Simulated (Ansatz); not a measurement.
Predict the output of the script below (Ansatz's Python interface).

The script, `ch5fosi_spin.py`:
```python
"""Gap between spin states of CH5FOSi at one geometry."""

import ansatz
from ase import Atoms

config = {
    "basis_set": "cc-pVDZ",
    "functional": "b3lyp",
}

atoms = Atoms(["O", "Si", "C", "F", "H", "H", "H", "H", "H"], positions=[
    [-1.1869, 0.2873, 1.4013],
    [-0.4069, 0.6689, -0.012],
    [0.5555, -0.7483, -0.6668],
    [1.4811, -1.1981, 0.3341],
    [-0.6898, -0.0055, 2.1056],
    [-1.3829, 1.1299, -1.035],
    [0.506, 1.8304, 0.2824],
    [-0.0102, -1.5654, -0.97],
    [1.2226, -0.4455, -1.4566],
])
geometry = ansatz.Crystal.molecule_from_ase(atoms)

calc = geometry.calculation().basis(gaussian=config["basis_set"]).functional(config["functional"])
found = {}
for unpaired in [0, 2, 4]:
    summary = calc.spin("collinear", total=unpaired).run().report
    s = unpaired / 2
    found[unpaired] = summary["free_energy_ev"]
    print(f"2S+1 = {unpaired + 1}: E = {found[unpaired]:.5f} eV, <S^2> = {abs(summary['mean_field']['state']['spin_squared']):.3f} (pure state {s * (s + 1):.2f})")
lowest = min(found, key=found.get)
for unpaired, e in found.items():
    print(f"multiplicity {unpaired + 1}: {(e - found[lowest]):.3f} eV above the lowest")
```

```console
$ python ch5fosi_spin.py
2S+1 = 1: E = -13760.89117 eV, <S^2> = 0.000 (pure state 0.00)
2S+1 = 3: E = -13754.11311 eV, <S^2> = 2.005 (pure state 2.00)
2S+1 = 5: E = -13746.22112 eV, <S^2> = 6.010 (pure state 6.00)
multiplicity 1: 0.000 eV above the lowest
multiplicity 3: 6.778 eV above the lowest
multiplicity 5: 14.670 eV above the lowest
```

In order: multiplicity 1 (+0.00 eV), multiplicity 3 (+6.78 eV) and multiplicity 5 (+14.67 eV), all at the one geometry.

What to keep in mind:
- The settings weren't tested for convergence.
- The geometry is a force-field or estimated start, not a minimum of this method, and the basis set is short of its limit. All parts are taken at fixed geometry, without zero-point energy.
- b3lyp holds the VWN-RPA fit, as in Gaussian; the form of ORCA and Turbomole is b3lyp5.
- The whole script took 19 s on 1 thread of Arm Neoverse V2 (shared host), peak memory 0.28 GiB.
